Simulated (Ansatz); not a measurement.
**Molecular dynamics of Ta**

Input:

```yaml
accuracy: low
crystal:
  lattice:
    - [6.935705, 0.0, 0.0]
    - [0.0, 6.935705, 0.0]
    - [0.0, 0.0, 6.935705]
  atoms:
    - { symbol: Ta, position: [-0.00223094, -0.00885688, 0.01376072] }
    - { symbol: Ta, position: [0.49624641, -0.00440215, 0.04257206] }
    - { symbol: Ta, position: [0.01166621, 0.46013313, -0.03245577] }
    - { symbol: Ta, position: [-0.04402436, -0.00488374, 0.53265854] }
    - { symbol: Ta, position: [0.22726401, 0.22053123, 0.27927752] }
    - { symbol: Ta, position: [0.43555836, 0.46245821, 0.00270527] }
    - { symbol: Ta, position: [0.5422606, -0.01304038, 0.52413197] }
    - { symbol: Ta, position: [0.69258993, 0.2856374, 0.28009336] }
    - { symbol: Ta, position: [-0.01781083, 0.4969504, 0.48566818] }
    - { symbol: Ta, position: [0.21536502, 0.74902014, 0.27041826] }
    - { symbol: Ta, position: [0.27927934, 0.22520158, 0.70285339] }
    - { symbol: Ta, position: [0.45702183, 0.51534453, 0.48608559] }
    - { symbol: Ta, position: [0.73758624, 0.76616997, 0.19562839] }
    - { symbol: Ta, position: [0.75241408, 0.24828644, 0.77304389] }
    - { symbol: Ta, position: [0.26174912, 0.74445614, 0.74744243] }
    - { symbol: Ta, position: [0.70686903, 0.71247633, 0.78440049] }
basis:
  ecutwfc: 420.0
kpoints:
  mp_grid: { grid: [2, 2, 2] }
hamiltonian:
  xc: lda
scf:
  occupations: { method: fermi_dirac, width: 0.17 }
  lower_state_search: "off"
  max_iter: 72
md:
  timestep: 4.5
  n_steps: 130
  ensemble: nvt_nose_hoover
  temperature: 1400.0
  initial_velocities: maxwell_boltzmann
  seed: 367391
  nose_hoover: { tau: 5.0, chain_length: 1 }
```

Command:

```bash
$ ansatz run input.yaml --threads 2 --pin off --max-ram 5120MiB --backend cpu --events-out ev --progress --plain --runs-dir out
```

It goes on from the last frame of an earlier run, with new velocities.

Output, in part (step lines):

```
md step     0: t =     0.00 fs  T =  1400.0 K  F+E_penalty+E_count = -154913.67703675 eV  E_kin = 2.714460 eV  conserved = -154910.96257677 eV  (7 SCF iters)
md step     1: t =     4.50 fs  T =  1354.4 K  F+E_penalty+E_count = -154913.56814307 eV  E_kin = 2.626078 eV  conserved = -154910.96264714 eV  (6 SCF iters)
md step     2: t =     9.00 fs  T =  1379.0 K  F+E_penalty+E_count = -154913.47678663 eV  E_kin = 2.673799 eV  conserved = -154910.96282062 eV  (6 SCF iters)
md step     3: t =    13.50 fs  T =  1440.5 K  F+E_penalty+E_count = -154913.39763086 eV  E_kin = 2.792930 eV  conserved = -154910.96307235 eV  (6 SCF iters)
md step     4: t =    18.00 fs  T =  1448.5 K  F+E_penalty+E_count = -154913.32606553 eV  E_kin = 2.808534 eV  conserved = -154910.96335765 eV  (6 SCF iters)
md step     5: t =    22.50 fs  T =  1388.5 K  F+E_penalty+E_count = -154913.25940693 eV  E_kin = 2.692112 eV  conserved = -154910.96360555 eV  (4 SCF iters)
md step     6: t =    27.00 fs  T =  1346.1 K  F+E_penalty+E_count = -154913.19563711 eV  E_kin = 2.610008 eV  conserved = -154910.96375823 eV  (3 SCF iters)
md step     7: t =    31.50 fs  T =  1378.2 K  F+E_penalty+E_count = -154913.13178192 eV  E_kin = 2.672121 eV  conserved = -154910.96378873 eV  (4 SCF iters)
[... lines left out ...]
md step   129: t =   580.50 fs  T =  1352.0 K  F+E_penalty+E_count = -154915.35406355 eV  E_kin = 2.621408 eV  conserved = -154910.96592034 eV  (4 SCF iters)
md step   130: t =   585.00 fs  T =  1381.1 K  F+E_penalty+E_count = -154915.15574708 eV  E_kin = 2.677825 eV  conserved = -154910.96533654 eV  (6 SCF iters)
```

The steps, from the saved trajectory:

```csv
time (fs),T (K),potential energy less start (eV),conserved less start (meV/atom)
0.0,1400,0.000,0.00
18.0,1449,0.351,-0.05
36.0,1442,0.612,-0.07
54.0,1389,0.864,-0.01
72.0,1351,0.916,0.01
90.0,1372,0.680,-0.03
108.0,1429,0.312,-0.07
126.0,1452,-0.066,-0.06
144.0,1411,-0.507,-0.07
162.0,1361,-1.032,-0.11
180.0,1361,-1.569,-0.18
198.0,1405,-1.998,-0.23
216.0,1439,-2.252,-0.25
234.0,1421,-2.354,-0.23
252.0,1375,-2.374,-0.23
270.0,1356,-2.309,-0.26
288.0,1388,-2.050,-0.26
306.0,1435,-1.539,-0.19
324.0,1439,-0.868,-0.10
342.0,1394,-0.246,-0.01
360.0,1357,0.071,0.01
378.0,1370,0.022,-0.10
396.0,1423,-0.059,-0.16
414.0,1454,0.018,-0.06
432.0,1422,-0.046,0.04
450.0,1365,-0.553,-0.05
468.0,1357,-1.273,-0.17
486.0,1401,-1.910,-0.22
504.0,1436,-2.396,-0.26
522.0,1420,-2.688,-0.30
540.0,1374,-2.717,-0.31
558.0,1354,-2.444,-0.29
576.0,1384,-1.864,-0.24
```

All steps were run. The conserved energy stayed within 0.31 meV per atom of its start (net change -0.17 meV per atom), so the integration is sound. A run of 0.58 ps of so small a system gives no equilibrium averages. Limits of this set-up: coarse k mesh, low accuracy level.

Mean squared displacements from the first frame to the last, about the centre of mass: Ta 0.16 Å².

Last frame:

```xyz
16
Lattice="6.9357 0.0000 0.0000 0.0000 6.9357 0.0000 0.0000 0.0000 6.9357" Properties=species:S:1:pos:R:3
Ta -0.285 -0.101 -0.119
Ta 3.313 -0.198 0.024
Ta 0.103 3.393 0.290
Ta -0.213 -0.130 3.504
Ta 1.682 1.676 1.634
Ta 3.276 3.493 0.191
Ta 3.353 -0.220 3.403
Ta 5.212 1.556 1.792
Ta -0.235 3.439 3.525
Ta 1.831 5.234 2.058
Ta 1.783 1.800 4.993
Ta 3.692 3.385 3.528
Ta 5.141 5.053 1.624
Ta 4.869 1.705 5.252
Ta 1.505 5.268 5.244
Ta 4.864 5.259 5.284
```

Run time: 14 min on 2 threads of Arm Neoverse V2, with other jobs on the host, peak memory 1.1 GiB.
